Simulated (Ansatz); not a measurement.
# One shape, several levels: SnH3F (SMILES [F][SnH3])

We compute a comparison of 6 runs (UHF/STO-3G, BLYP/STO-3G, wB97M-V/STO-3G, wB97X/STO-3G, BCCD(T)/STO-3G, CCSDT(Q)/STO-3G) of SnH3F. 

The calculation is run with Ansatz 0.2.0.

64 further runs of the same task are left out: 12 that didn't finish, 52 set aside as unsound or not needed.

**1. The structure to begin with**

SnH3F: 5 atoms, total charge 0, spin state singlet. As SMILES, `[F][SnH3]`. The H4–Sn2 distance was set to 2.551 Å, away from the relaxed value. At this shape a bond of the SMILES string is far longer than usual.

Bond lengths: F1–Sn2 1.926 Å, Sn2–H3 1.701 Å, Sn2–H5 1.701 Å. Angles: F1–Sn2–H3 104.7°, F1–Sn2–H5 104.7°, H3–Sn2–H5 113.8°.

**2. A single-point energy at UHF/STO-3G (run 1)**

job.yaml reads:

```yaml
crystal:
  periodic: [false, false, false]
  atoms:
    - {symbol: F, position_ang: [-1.394248, 1.498586, 0.685206]}
    - {symbol: Sn, position_ang: [-0.008848, 0.714386, -0.398794]}
    - {symbol: H, position_ang: [-0.637648, 0.725486, -1.978894]}
    - {symbol: H, position_ang: [0.318900, -1.626500, 0.560600]}
    - {symbol: H, position_ang: [1.334852, 1.735486, -0.188794]}
basis:
  gaussian:
    orbitals: STO-3G
magnetization:
  spin_polarized: true
  initial_magnetization: 0
hamiltonian:
  xc: hf
accuracy: high
```

On the command line:

```
$ ansatz run job.yaml --threads 1 --pin off --max-ram 2610MiB --events-out events.jsonl --progress --plain --runs-dir runs
```

Output:

```text
Warning: RAYON_NUM_THREADS=1 ignored (pool sized by the plan → 1); use --threads N
Functional definition: HF
  name "HF"
  exchange = exact_x
  correlation = 0
637 factors; integrals over basis functions are off by at most 4.8e-9 eV
mean field evaluation 1: about -164978.4994 eV, gradient 1.2e1 eV
mean field evaluation 2: about -164978.5050 eV, gradient 1.2e1 eV
mean field evaluation 4: about -164980.6374 eV, gradient 9.2e-1 eV
mean field evaluation 8: about -164980.6478 eV, gradient 2.9e-5 eV
mean field evaluation 16: about -164980.6478 eV, gradient 1.4e-4 eV
mean field evaluation 32: about -164981.2944 eV, gradient 1.2e-8 eV
mean field -164981.29440479 eV, -6062.9507410383 hartree, gradient 3.3e-8 eV, S^2 0.615590; 3 other end points of the search recorded, 0 dependent functions left out
reference -164981.29440479 eV, -6062.9507410383 hartree; 31, 31 occupied and 4, 4 virtual orbitals, 637 factors
Total energy: -164981.29440479 eV, -6062.9507410383 hartree
```

Wall time 1.1 s (1 thread of Arm Neoverse V2, shared host); peak memory 0.11 GiB.

**3. The energy at BLYP/STO-3G (run 2)**

in.yaml reads:

```yaml
crystal:
  periodic: [false, false, false]
  atoms:
    - {symbol: F, position_ang: [-1.394248, 1.498586, 0.685206]}
    - {symbol: Sn, position_ang: [-0.008848, 0.714386, -0.398794]}
    - {symbol: H, position_ang: [-0.637648, 0.725486, -1.978894]}
    - {symbol: H, position_ang: [0.318900, -1.626500, 0.560600]}
    - {symbol: H, position_ang: [1.334852, 1.735486, -0.188794]}
basis:
  gaussian: {orbitals: STO-3G}
hamiltonian: {xc: {name: BLYP}}
accuracy: high
```

On the command line:

```
$ ansatz run in.yaml --threads 1 --pin off --max-ram 2610MiB --events-out events.jsonl --progress --plain --runs-dir runs
```

Output:

```text
Warning: RAYON_NUM_THREADS=1 ignored (pool sized by the plan → 1); use --threads N
Functional definition: BLYP
  name "BLYP"
  parameter beta = 0.0042
  parameter a = 0.04918
  parameter b = 0.132
  parameter c = 0.2533
  parameter d = 0.349
  exchange = b88_x(beta = beta)
  correlation = lyp_c(a = a, b = b, c = c, d = d)
637 factors; integrals over basis functions are off by at most 4.8e-9 eV
mean field evaluation 1: about -165040.8828 eV, gradient 2.1e1 eV
mean field evaluation 2: about -165034.1498 eV, gradient 3.4e1 eV
mean field evaluation 4: about -165043.4043 eV, gradient 3.0e0 eV
mean field evaluation 8: about -165043.3374 eV, gradient 2.9e-1 eV
mean field evaluation 16: about -165043.3379 eV, gradient 3.7e-7 eV
mean field -165043.33791849 eV, -6065.2307981123 hartree, gradient 2.8e-8 eV, S^2 0.000000; 0 other end points of the search recorded, 0 dependent functions left out
reference -165043.33795460 eV, -6065.2307994392 hartree; 31, 31 occupied and 4, 4 virtual orbitals, 637 factors
Total energy: -165043.33795460 eV, -6065.2307994392 hartree
```

Wall time 1.6 s (1 thread of Arm Neoverse V2, shared host); peak memory 0.1 GiB.

**4. A single-point energy at wB97M-V/STO-3G (run 3)**

Changes to job.yaml since step 2:

```diff
@@ -1 +1,3 @@
+basis:
+  gaussian: {orbitals: STO-3G}
 crystal:
@@ -8,10 +10,4 @@
     - {symbol: H, position_ang: [1.334852, 1.735486, -0.188794]}
-basis:
-  gaussian:
-    orbitals: STO-3G
-magnetization:
-  spin_polarized: true
-  initial_magnetization: 0
-hamiltonian:
-  xc: hf
+magnetization: {spin_polarized: false, initial_magnetization: 0}
+hamiltonian: {xc: {name: wB97M-V}}
 accuracy: high
```

On the command line:

```
$ ansatz run job.yaml --threads 1 --pin off --max-ram 2610MiB --events-out events.jsonl --progress --plain --runs-dir runs
```

Output (excerpt; [...] marks lines left out):

```text
Warning: RAYON_NUM_THREADS=1 ignored (pool sized by the plan → 1); use --threads N
Functional definition: wB97M-V
  name "wB97M-V"
[...]
  gx(w, u) = 1 - cx + cx01*u + cx10*w
  gss(w, u) = css00 + css04*u^4 + css10*w + css20*w^2 + css43*w^4*u^3
  gos(w, u) = cos00 + cos10*w + (cos20 + cos21*u)*w^2 + (cos60 + cos61*u)*w^6
[...]
      + integral(e_c_pw_mod_opposite_spin*gos(b97_w_opposite, b97_u_opposite)) + vv10(b, c)
637 factors; integrals over basis functions are off by at most 4.8e-9 eV
143 factors; integrals over basis functions are off by at most 8.1e-10 eV
[...]
mean field -165050.50269816 eV, -6065.4940989086 hartree, gradient 1.9e-8 eV, S^2 0.000000; 0 other end points of the search recorded, 0 dependent functions left out
reference -165050.50270065 eV, -6065.4940990001 hartree; 31, 31 occupied and 4, 4 virtual orbitals, 637 factors
Total energy: -165050.50270065 eV, -6065.4940990001 hartree
```

It took 21 s on 1 thread of Arm Neoverse V2, shared host; peak memory 0.3 GiB.

Runs 4 to 5 aren't shown in full; the table further down has their settings and results.

**5. A single-point energy at CCSDT(Q)/STO-3G (run 6)**

in.yaml reads:

```yaml
basis:
  gaussian:
    orbitals: STO-3G
crystal:
  periodic: [false, false, false]
  atoms:
    - symbol: F
      position_ang: [-1.394248, 1.498586, 0.685206]
    - symbol: Sn
      position_ang: [-0.008848, 0.714386, -0.398794]
    - symbol: H
      position_ang: [-0.637648, 0.725486, -1.978894]
    - symbol: H
      position_ang: [0.318900, -1.626500, 0.560600]
    - symbol: H
      position_ang: [1.334852, 1.735486, -0.188794]
correlation:
  method: ccsdt_q
  frozen_orbitals: {F: 1, H: 0, Sn: 18}
accuracy: high
scf:
  omitted_lower_state_checks: [cluster_reference, increment]
```

On the command line:

```
$ ansatz run in.yaml --threads 1 --pin off --max-ram 2610MiB --events-out events.jsonl --progress --plain --runs-dir runs
```

Output:

```text
Warning: RAYON_NUM_THREADS=1 ignored (pool sized by the plan → 1); use --threads N
[... 11 lines left out ...]
19 core orbitals not correlated: weight in the atoms' cores, before any rotation towards them, 1.000 or more for the frozen orbitals, at most 0.000 for the correlated occupied ones
[... 33 lines left out ...]
WARN: these amplitudes may be one of several solutions (largest doubles amplitude 0.34, level shift 0.19 eV)
Total energy: -164984.02883513 eV, -6063.0512294999 hartree
Checks for a lower state left out: cluster_reference, increment
```

It took 0.89 s on 1 thread of Arm Neoverse V2, shared host.

**6. All runs side by side**

```csv
run,level,frozen core orbitals,energy (Eh),wall time
1,UHF/STO-3G,–,-6062.950741,1.1 s
2,BLYP/STO-3G,–,-6065.230799,1.6 s
3,wB97M-V/STO-3G,–,-6065.494099,21 s
4,wB97X/STO-3G,–,-6065.531620,6.9 s
5,BCCD(T)/STO-3G,19,-6063.049853,0.62 s
6,CCSDT(Q)/STO-3G,19,-6063.051229,0.89 s
```

**7. What came out**

| quantity | value |
| --- | --- |
| run 6: total energy | -6063.05123 Eh |
| run 6: correlation energy (19 core orbitals frozen) | -124.3 mEh |
| run 6: T1 diagnostic | 0.012 |

In words: Below the UHF energy at the same shape and in the same basis (STO-3G): BCCD(T) -99.1 mEh; CCSDT(Q) -100.5 mEh. Some of these start from another determinant than that one, so these aren't their correlation energies. Totals of different functionals can't be ranked against each other. In runs 5, 6 the log says that unrestricted orbitals would lower the reference, so the values rest on an unstable closed-shell determinant (other closed-shell runs at this shape may share the fault). In runs 1, 2, 3, 4, 5, 6 the basis is minimal, so the values are rough. In runs 1, 2, 3, 4, 5, 6 relativity is left out where basis or elements ask for it. Spin contamination of the reference: run 1 ⟨S²⟩ = 0.62. Where it is this large, the reference is a mixture of spin states, and values that rest on it are in doubt. All runs together took 32 s, the longest 21 s.
